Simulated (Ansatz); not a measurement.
# CH3Ga (singlet): wave-function methods side by side, cc-pVTZ

The task here is to estimate one member of a computed series from the others.

Method: cc-pVTZ, core rule «outside noble gas», up to 15 orbitals frozen; program: Ansatz 0.2.0, Gaussian basis.

Plan: UHF; CCSD(T) on RHF; CCSD(T) on UHF; BCCD(T) on RHF; CCSDT(Q) on RHF; CCSDT(Q) on UHF; CASSCF and NEVPT2, 10 electrons in 11 orbitals.

7 further runs of the same task are left out: 1 for a known fault of the program, 6 set aside as unsound or not needed.

**The geometry**

The geometry is a PBE0/def2-TZVP stationary point (not a proven minimum) of the parent state, kept for this charge and spin. No spin-orbit coupling is included. The filled d shell of Ga may be among the frozen orbitals whatever the setting's name suggests; the logs give the count.

5 atoms, charge 0, spin multiplicity 1.

Atoms are counted from 1 here; the program's logs count them from 0.

Bond lengths: C1–Ga2 1.914 Å, C1–H3 1.085 Å, Ga2–H4 1.568 Å, Ga2–H5 1.562 Å. Angles: Ga2–C1–H3 154.1°, C1–Ga2–H4 118.8°, C1–Ga2–H5 118.2°, H4–Ga2–H5 123.0°.

The first run:

Input file in.yaml:

```yaml
crystal:
  periodic: [false, false, false]
  atoms:
    - {symbol: C, position_ang: [0.000000, -0.088918, 1.623428]}
    - {symbol: Ga, position_ang: [0.000000, 0.009148, -0.287682]}
    - {symbol: H, position_ang: [0.000000, 0.334283, 2.622499]}
    - {symbol: H, position_ang: [0.000000, 1.420032, -0.970828]}
    - {symbol: H, position_ang: [0.000000, -1.327540, -1.096565]}
basis:
  gaussian: {orbitals: cc-pVTZ}
magnetization: {spin_polarized: true, initial_magnetization: 0}
hamiltonian: {xc: hf}
output: {orbitals: {seedname: orbitals}}
```

Started as:

```console
ansatz run in.yaml --threads 1 --pin off --events-out ev --progress --plain --max-ram 2816MiB --backend cpu
```

Among the steps run: UHF; CCSD(T) on RHF; CCSD(T) on UHF; BCCD(T) on RHF; CCSDT(Q) on RHF; CCSDT(Q) on UHF; CASSCF and NEVPT2, 10 electrons in 11 orbitals.

One table of the session follows, with a row left open; its other results are not shown here.

It belongs to the step «Misses and costs». 

| method | from RCCSDT(Q) (kJ/mol) |
| --- | --- |
| RHF | +686.2 |
| UHF | +569.8 |
| RMP2 | +133.4 |
| UMP2 | +71.4 |
| RCCSD | ? |
| UCCSD | -30.2 |
| RCCSD(T) | +10.1 |
| UCCSD(T) | -55.8 |
| BCCD(T) | +9.9 |
| RCCSDT | +2.7 |
| UCCSDT | -85.1 |
| RCCSDT(Q) | 0 |
| UCCSDT(Q) | -92.8 |
| CASSCF valence | +396.4 |
| NEVPT2 valence | +110.7 |

Estimate the missing values for RCCSD.

**Answer.** from RCCSDT(Q) (kJ/mol): +35.2. In the column «from RCCSDT(Q) (kJ/mol)» it lies between RCCSD(T) (+10.1) and UMP2 (+71.4).

The program flags UCCSD(T), UCCSDT(Q) as in doubt (see the logs), so those rows may rest on another solution; read them beside their warnings.

Limits of these values: The determinant is far from a pure spin state, so its energy mixes those of several spin states (harmless only where they are near-degenerate, as at dissociation). The program flags UCCSD(T), UCCSDT(Q) as in doubt, so those rows may rest on another solution; read them beside their warnings. Warnings: restricted reference is unstable; spin contamination; large T1 diagnostic. Restricted and unrestricted rows rest on different reference determinants; where their highest levels disagree by more than a few hundredths of an eV, they describe different states and don't form one ladder.
